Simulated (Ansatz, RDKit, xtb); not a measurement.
# C4H3ClN2: ranking a sample of isomers

Which of a sample of isomers of C4H3ClN2 is the most stable in the gas at 298.15 K, and what are its properties? The sample is small against all isomers, and the most stable one of this formula need not be in it.

Plan: many cheap relaxations first (GFN2-xTB), then density-functional screening, relaxation at B3LYP-D3(BJ)/def2-SVP, vibrations (at GFN2-xTB) and a final energy. The numbers are computed, not measured.

## (1) Drawing up candidates

Isomers were taken from a list of plausible structures; this is a sample, not all of them. That gives 6 candidates.

```csv
label,SMILES,spin
c050,Clc1cnccn1,singlet
c410,Clc1ccnnc1,singlet
c655,Clc1cccnn1,singlet
c790,N#CC(C#N)CCl,singlet
c959,Clc1ccncn1,singlet
c966,Clc1cncnc1,singlet
```

Candidates are built by distance geometry, with a force field where one applies, in up to four conformers (letters a to d).

**Question.** With final energies at CCSD(T)/def2-SVP + MP2/def2-TZVPP - MP2/def2-SVP, which structure will this search put lowest in free energy, and by what margin?

| quantity | value |
| --- | --- |
| lowest structure found | Clc1ccncn1, singlet |
| next finalist | Clc1cncnc1, singlet, 3.2 kcal/mol higher in G |
| share at equilibrium, among the finalists | 99.5 % |

The search ends on `Clc1ccncn1`. The margin of 3.2 kcal/mol over the next finalist is beyond the usual error of the last level; it says nothing of structures that weren't ranked. GFN2-xTB, HF/STO-3G, r2SCAN-D4/def2-SVP, B3LYP-D3(BJ)/def2-SVP, HF/def2-SVP and MP2/def2-SVP already put its bonding pattern lowest among the structures in one piece. The search is not exhaustive (a finite list of starts, one conformer a finalist), so a lower isomer can't be ruled out. Only 6 drawn patterns were tried, so whole families of isomers are missing, and the result ranks this sample alone.
